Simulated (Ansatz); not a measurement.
Runs of Ansatz 0.2.0 on WAu. It takes space group F-43m (No. 216, cubic). The conventional cell has a = 5.496 Å, b = 5.496 Å, c = 5.496 Å, α = 90.00°, β = 90.00°, γ = 90.00°. W (site symmetry -43m) has 4 Au at 2.38 Å as nearest neighbours. Au (site symmetry -43m) has 4 W at 2.38 Å as nearest neighbours. The cell was built by a generator and needn't be a form met in nature.

```csv
task,level,spin,cell,k mesh,smearing,points for each segment of the path,gap on the mesh (eV),pressure (GPa),relaxed volume (Å³/atom)
band structure,PBE,off,as given,8 × 8 × 8,fermi-dirac 0.05 eV,14,none,32.7,-
band structure,LDA,"SOC, no magnetisation",as given,6 × 6 × 6,fermi-dirac 0.05 eV,14,none,21.7,-
band structure,PBEsol,off,as given,8 × 8 × 8,fermi-dirac 0.05 eV,14,none,26.2,-
relaxation of cell and atoms,LDA,off,relaxed,8 × 8 × 8,fermi-dirac 0.05 eV,-,none,0.0,23.23
band structure,PBE,"SOC, no magnetisation",as given,6 × 6 × 6,fermi-dirac 0.05 eV,14,none,32.1,-
band structure,LDA,off,as given,8 × 8 × 8,fermi-dirac 0.05 eV,14,none,(a),-
relaxation of cell and atoms,PBEsol,off,relaxed,8 × 8 × 8,fermi-dirac 0.05 eV,-,none,0.0,(b)
relaxation of cell and atoms,PBE,off,relaxed,8 × 8 × 8,fermi-dirac 0.05 eV,-,none,0.0,24.63
single point,PBE,off,as given,8 × 8 × 8,gaussian 0.011 eV,-,none,32.7,-
```

Alike in all rows: potentials or basis Ansatz PAW; cutoff (eV) 420.

Q: Fill in the values left out.

A: (a) 22.3; (b) 23.72.

Caveats: the PAW data sets come from PBE, with cores solved anew for the run's functional, which leaves a small shift of forces and pressure (some runs); a pressure of tens of GPa on the cell as given is suspect, and the run, the potentials or the cell itself is likely at fault (some runs); spin-orbit coupling is left out, which moves the levels of the heavy elements (some runs); so large a pressure means that the cell lies far from this level's equilibrium, or that cutoff or potentials fall short (some runs); the plane-wave basis is chosen anew once the cell has moved, so the energies of steps on either side of that aren't comparable (some runs); the volume moved by over 15 % at a fixed basis, so the end points are rough (some runs).

A k mesh can miss the band edges, and rows without SOC leave out spin-orbit coupling on Au, W.

A gap of «none» marks a metal or a gap under the smearing width.
